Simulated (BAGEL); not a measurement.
# SiNH4SF (SMILES N[SiH](F)S): HF/6-31G(d) (density fitting with qzvpp-jkfit, spherical functions)

What is the vertical ionisation energy of SiNH4SF at HF/6-31G* (density fitting with qzvpp-jkfit, spherical functions)? 

The results are computed with BAGEL 1.2.2.

2 further runs of the same task are left out: 2 set aside as unsound or not needed.

### Step 1. The molecule

SiNH4SF has 8 atoms, charge 0, and is taken as a singlet. SMILES: `N[SiH](F)S`. Geometry: relaxed at PBE0-D4/def2-TZVP. This is one conformer, not always the lowest.

Bond lengths: N1–Si2 1.688 Å, Si2–F3 1.602 Å, Si2–S4 2.122 Å, N1–H5 1.006 Å, N1–H6 1.006 Å, Si2–H7 1.477 Å, S4–H8 1.344 Å. Angles: N1–Si2–F3 115.9°, N1–Si2–S4 106.2°, F3–Si2–S4 106.4°, N1–Si2–H7 108.1°, F3–Si2–H7 105.1°, S4–Si2–H7 115.5°, Si2–N1–H5 122.0°, Si2–N1–H6 122.7°, Si2–S4–H8 93.8°, H5–N1–H6 112.8°.

### Step 2. A single-point energy at HF/6-31G(d) (density fitting with qzvpp-jkfit, spherical functions)

The input, calc.json:

```json
{ "bagel": [

{
  "title": "molecule",
  "basis": "6-31gs.json",
  "df_basis": "qzvpp-jkfit",
  "angstrom": "true",
  "geometry": [
    { "atom": "N", "xyz": [      -0.902100,       0.955900,       0.412200 ] },
    { "atom": "Si", "xyz": [       0.375500,      -0.130000,       0.216300 ] },
    { "atom": "F", "xyz": [       1.704300,       0.467300,      -0.449000 ] },
    { "atom": "S", "xyz": [      -0.326800,      -1.638000,      -1.101100 ] },
    { "atom": "H", "xyz": [      -0.992800,       1.530800,       1.232700 ] },
    { "atom": "H", "xyz": [      -1.456600,       1.286800,      -0.359400 ] },
    { "atom": "H", "xyz": [       0.790500,      -0.596200,       1.554500 ] },
    { "atom": "H", "xyz": [       0.900300,      -1.933500,      -1.562000 ] }
  ]
},

{ "title": "hf", "charge": 0 },

{ "title": "print", "file": "orbitals.molden", "orbitals": "true" }

]}
```

The basis set 6-31G* is read from a file made from the Basis Set Exchange's data (not shown).

Launch:

```bash
$ BAGEL_NUM_THREADS=1 BAGEL calc.json > calc.out
```

Output:

```text
* using 1 threads per process

  ===============================================================
  ===============================================================

  *** Geometry ***

  { "atom" : "N", "xyz" : [     -1.704722,      1.806389,      0.778945 ] },
  { "atom" : "Si", "xyz" : [      0.709592,     -0.245664,      0.408748 ] },
  { "atom" : "F", "xyz" : [      3.220660,      0.883069,     -0.848487 ] },
  { "atom" : "S", "xyz" : [     -0.617562,     -3.095371,     -2.080777 ] },
  { "atom" : "H", "xyz" : [     -1.876120,      2.892793,      2.329465 ] },
  { "atom" : "H", "xyz" : [     -2.752575,      2.431700,     -0.679168 ] },
  { "atom" : "H", "xyz" : [      1.493829,     -1.126655,      2.937579 ] },
  { "atom" : "H", "xyz" : [      1.701320,     -3.653785,     -2.951752 ] },

  Number of auxiliary basis functions:      482

  Since a DF basis is specified, we compute 2- and 3-index integrals:
    o Being stored without compression. Storage requirement is 0.020 GB

  Number of basis functions:       72
  Number of electrons      :       50

    * METHOD: MOLECULE                             1.66

  *** RHF ***

  === Nuclear Repulsion ===
   230.2358579695

      * DIIS with orbital gradients will be used.

  === RHF iteration (6-31gs.json) ===
      0       -842.53423063          0.02327646           0.32
      1       -842.69523869          0.01341864           0.22
      2       -842.76371743          0.00140395           0.25
      3       -842.76495240          0.00038039           0.35
      4       -842.76502968          0.00010263           0.43
      5       -842.76503711          0.00002672           0.59
      6       -842.76503776          0.00000841           0.50
      7       -842.76503785          0.00000176           0.50
      8       -842.76503785          0.00000049           0.18
      9       -842.76503785          0.00000023           0.40
     10       -842.76503785          0.00000008           0.20
     11       -842.76503785          0.00000003           0.21
     12       -842.76503785          0.00000001           0.36
     13       -842.76503785          0.00000000           0.44
    * SCF iteration converged.

    * Permanent dipole moment:
           (    0.245370,    -0.558671,    -0.396720) a.u.

    * METHOD: HF                                   6.07

    * METHOD: PRINT                                0.03

  ===============================================================
```

Wall time 8.8 s (1 thread of Intel Xeon at 2.50GHz (Skylake/Cascade Lake), shared host).

### Step 3. The doublet cation, same level

The input, job.json:

```json
{ "bagel" : [

{
  "title" : "molecule",
  "basis" : "6-31gs.json",
  "df_basis" : "qzvpp-jkfit",
  "angstrom" : "true",
  "geometry" : [
    { "atom" : "N", "xyz" : [   -0.902100,    0.955900,    0.412200 ] },
    { "atom" : "Si", "xyz" : [    0.375500,   -0.130000,    0.216300 ] },
    { "atom" : "F", "xyz" : [    1.704300,    0.467300,   -0.449000 ] },
    { "atom" : "S", "xyz" : [   -0.326800,   -1.638000,   -1.101100 ] },
    { "atom" : "H", "xyz" : [   -0.992800,    1.530800,    1.232700 ] },
    { "atom" : "H", "xyz" : [   -1.456600,    1.286800,   -0.359400 ] },
    { "atom" : "H", "xyz" : [    0.790500,   -0.596200,    1.554500 ] },
    { "atom" : "H", "xyz" : [    0.900300,   -1.933500,   -1.562000 ] }
  ]
},
{ "title" : "uhf", "charge" : 1, "nopen" : 1 },
{ "title" : "print", "file" : "orbitals.molden", "orbitals" : "true" }

]}
```

The basis set 6-31G* is read from a file made from the Basis Set Exchange's data (not shown).

Launch:

```bash
$ BAGEL_NUM_THREADS=1 BAGEL job.json > job.out
```

Output:

```text
* using 1 threads per process

  ===============================================================
  ===============================================================

  *** Geometry ***

  { "atom" : "N", "xyz" : [     -1.704722,      1.806389,      0.778945 ] },
  { "atom" : "Si", "xyz" : [      0.709592,     -0.245664,      0.408748 ] },
  { "atom" : "F", "xyz" : [      3.220660,      0.883069,     -0.848487 ] },
  { "atom" : "S", "xyz" : [     -0.617562,     -3.095371,     -2.080777 ] },
  { "atom" : "H", "xyz" : [     -1.876120,      2.892793,      2.329465 ] },
  { "atom" : "H", "xyz" : [     -2.752575,      2.431700,     -0.679168 ] },
  { "atom" : "H", "xyz" : [      1.493829,     -1.126655,      2.937579 ] },
  { "atom" : "H", "xyz" : [      1.701320,     -3.653785,     -2.951752 ] },

  Number of auxiliary basis functions:      482

  Since a DF basis is specified, we compute 2- and 3-index integrals:
    o Being stored without compression. Storage requirement is 0.020 GB

  Number of basis functions:       72
  Number of electrons      :       50

    * METHOD: MOLECULE                             1.26

  *** Open-shell HF ***

  === Nuclear Repulsion ===
   230.2358579695

      * DIIS with orbital gradients will be used.

  === UHF iteration (6-31gs.json) ===
      0       -842.14782285          0.04915279           0.63
      1       -842.34370503          0.02937002           0.41
      2       -842.40015432          0.01754921           0.45
      3       -842.43005162          0.00115363           0.47
      4       -842.43076563          0.00046471           0.58
      5       -842.43092442          0.00029494           0.70
      6       -842.43103727          0.00021034           0.52
      7       -842.43113116          0.00013885           0.46
      8       -842.43118737          0.00007240           0.53
      9       -842.43120214          0.00003155           0.56
     10       -842.43120432          0.00001688           0.59
     11       -842.43120496          0.00000879           0.54
     12       -842.43120511          0.00000414           0.56
     13       -842.43120513          0.00000160           0.49
     14       -842.43120513          0.00000086           0.62
     15       -842.43120513          0.00000061           0.45
     16       -842.43120513          0.00000046           0.36
     17       -842.43120513          0.00000034           0.52
     18       -842.43120513          0.00000024           0.52
     19       -842.43120513          0.00000015           0.49
     20       -842.43120513          0.00000009           0.67
     21       -842.43120513          0.00000005           0.64
     22       -842.43120513          0.00000003           0.49
     23       -842.43120513          0.00000001           0.60
     24       -842.43120513          0.00000001           0.49
    * SCF iteration converged.

    * S^2 (UHF) is 0.7603

    * Permanent dipole moment:
           (    0.793114,     1.196847,     0.526651) a.u.

    * METHOD: UHF                                 14.37

    * METHOD: PRINT                                0.03

  ===============================================================
```

Run time: 17 s. Hardware: 1 thread of Intel Xeon at 2.50GHz (Skylake/Cascade Lake), shared host.

### Step 4. Summary of results

Level: HF/6-31G* (density fitting with qzvpp-jkfit, spherical functions).

| quantity | value |
| --- | --- |
| singlet SiNH4SF: total energy | -842.76504 Eh |
| singlet SiNH4SF: dipole moment | 1.85 D |
| singlet SiNH4SF: HOMO energy | -10.47 eV |
| singlet SiNH4SF: LUMO energy | 4.49 eV |
| singlet SiNH4SF: HOMO–LUMO gap | 14.96 eV |
| doublet cation: total energy | -842.43121 Eh |
| doublet cation: ⟨S²⟩ | 0.760 |
| vertical ionisation energy (to the doublet cation) | 9.084 eV |

What this shows: The vertical ionisation energy comes to 9.08 eV (209 kcal/mol). −ε(HOMO) before ionisation, 10.47 eV, is 1.38 eV above this ionisation energy.
